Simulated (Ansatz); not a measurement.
**GaAs+ (quartet): the correlation ladder, cc-pVTZ**

How much of the correlation energy of GaAs+ (quartet) does each wave-function method recover here?

Method: cc-pVTZ, core rule «outside noble gas», up to 28 orbitals frozen; program: Ansatz 0.2.0, Gaussian basis.

Plan: UHF; CCSD(T) on ROHF; CCSD(T) on UHF; BCCD(T) on ROHF; CISD as a restricted active space (open shells left free, so some higher excitations enter); CCSDT(Q) on ROHF; CCSDT(Q) on UHF; CASSCF and MRCISD+Q, 7 electrons in 8 orbitals; CASSCF and NEVPT2, 7 electrons in 8 orbitals.

12 further runs of the same task are left out: 2 for a known fault of the program, 4 that didn't finish, 6 set aside as unsound or not needed. Runs told in other sessions of the task aren't counted.

## Step 1: What is computed

The geometry is a PBE0/def2-TZVP stationary point (not a proven minimum) of the parent state, kept for this charge and spin. No spin-orbit coupling is included. The filled d shell of Ga, As may be among the frozen orbitals whatever the setting's name suggests.

2 atoms, charge 1, spin multiplicity 4.

Atoms are counted from 1 here; the program's logs count them from 0.

Bond lengths: Ga1–As2 2.585 Å.

## Step 2: UHF

Contents of in.yaml:

```yaml
crystal:
  periodic: [false, false, false]
  atoms:
    - {symbol: Ga, position_ang: [0.000000, 0.000000, 0.000000]}
    - {symbol: As, position_ang: [0.000000, 0.000000, 2.585100]}
basis:
  gaussian: {orbitals: cc-pVTZ}
total_charge: 1
magnetization: {spin_polarized: true, initial_magnetization: 3}
hamiltonian: {xc: hf}
output: {orbitals: {seedname: orbitals}}
```

The run is started by

```bash
$ ansatz run in.yaml --threads 1 --pin off --events-out ev --progress --plain --max-ram 2393MiB
```

The runs that follow: CCSD(T) on ROHF; CCSD(T) on UHF; BCCD(T) on ROHF; CISD as a restricted active space (open shells left free, so some higher excitations enter); CCSDT(Q) on ROHF; CCSDT(Q) on UHF; CASSCF and MRCISD+Q, 7 electrons in 8 orbitals; CASSCF and NEVPT2, 7 electrons in 8 orbitals.

Q: Predict the results of all the runs planned. Wanted: UCCSDT(Q) from the RHF energy; RMP2 from UCCSDT(Q); UMP2 from UCCSDT(Q); RCCSD from UCCSDT(Q); RCCSD(T) from UCCSDT(Q); UCCSD(T) from UCCSDT(Q); RCCSDT(Q) from UCCSDT(Q); NEVPT2 valence from UCCSDT(Q); MRCISD+Q valence from UCCSDT(Q).

As calculated:

```
                         quantity                                                  value
    UCCSDT(Q) from the ROHF energy                                             -3.9306 eV
              RMP2 from UCCSDT(Q)                                             +860.1 meV
              UMP2 from UCCSDT(Q)                                             +845.8 meV
             RCCSD from UCCSDT(Q)                                             +197.4 meV
          RCCSD(T) from UCCSDT(Q)                                              +53.4 meV
          UCCSD(T) from UCCSDT(Q)                                              +34.2 meV
         RCCSDT(Q) from UCCSDT(Q)                                              +19.4 meV
    NEVPT2 valence from UCCSDT(Q)                                             +577.6 meV
  MRCISD+Q valence from UCCSDT(Q)                                              +24.4 meV
levels within 1 kcal/mol (43 meV)  UCCSD(T), RCCSDT, UCCSDT, RCCSDT(Q), MRCISD+Q valence
                    T1 diagnostic                                                  0.031
   effectively unpaired electrons                                                   3.04
```

What this shows: RCCSD(T) misses by +53.4 meV, 1.4 % of the correlation energy. One determinant dominates. Of the multireference levels listed MRCISD+Q valence comes nearest in total energy (+24.4 meV), which doesn't show that its space is the better one. These misses are within one basis, not against nature; the frozen cores of restricted and unrestricted runs differ, which can shift their rows.
